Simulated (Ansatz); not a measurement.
**CHClNOSi radical: small, medium and large basis sets**

How large a basis does CHClNOSi radical need? Two functionals are run in growing sets.

The runs use Ansatz 0.2.0, Gaussian basis; one geometry, several basis sets.

Plan: PBE0-D4/def2-SVP; ωB97M-V/def2-SVP; PBE0-D4/def2-QZVPP; ωB97M-V/def2-QZVPP; the functionals' def2-TZVPP values are taken from earlier runs.

### Step 1. Structure used throughout

An earlier PBE0-D4 in a triple-zeta def2 set relaxation fixed the geometry.

6 atoms, charge 0, spin multiplicity 2.

Atoms are counted from 1 here; the program's logs count them from 0.

Bond lengths: O1–C2 1.161 Å, C2–N3 1.200 Å, N3–Si4 1.703 Å, Si4–Cl5 2.051 Å, Si4–H6 1.484 Å. Angles: O1–C2–N3 177.4°, C2–N3–Si4 153.5°, N3–Si4–Cl5 110.0°, N3–Si4–H6 107.4°, Cl5–Si4–H6 108.4°.

### Step 2. PBE0-D4 in def2-SVP

The input, in.yaml:

```yaml
crystal:
  periodic: [false, false, false]
  atoms:
    - {symbol: O, position_ang: [-1.132050, 1.773040, 1.814393]}
    - {symbol: C, position_ang: [-0.700091, 0.914242, 1.163265]}
    - {symbol: N, position_ang: [-0.294724, -0.004218, 0.506058]}
    - {symbol: Si, position_ang: [0.846054, -0.775620, -0.495628]}
    - {symbol: Cl, position_ang: [0.957411, 0.188780, -2.302766]}
    - {symbol: H, position_ang: [0.365500, -2.160222, -0.731522]}
basis:
  gaussian: {orbitals: def2-SVP}
magnetization: {spin_polarized: true, initial_magnetization: 1}
hamiltonian: {xc: pbe0, dispersion: d4}
output: {orbitals: {seedname: orbitals}}
```

Run with:

```console
> ansatz run in.yaml --threads 4 --pin off --events-out ev --progress --plain --max-ram 10444MiB
```

The runs that follow: ωB97M-V in def2-SVP; PBE0-D4 in def2-QZVPP; ωB97M-V in def2-QZVPP.

**Question.** What will the summary of the whole plan be? Wanted: PBE0-D4: double and triple zeta above quadruple; ωB97M-V: double and triple zeta above quadruple.

The runs gave:

```
                                       quantity           value
PBE0-D4: double and triple zeta above quadruple  13.37, 0.87 eV
ωB97M-V: double and triple zeta above quadruple  13.40, 0.82 eV
```

What this shows: PBE0-D4 gains 12.50 eV from double to triple zeta, then 0.87 eV more. These are total energies; as a rule much of such shifts cancels in differences, which this series doesn't test.
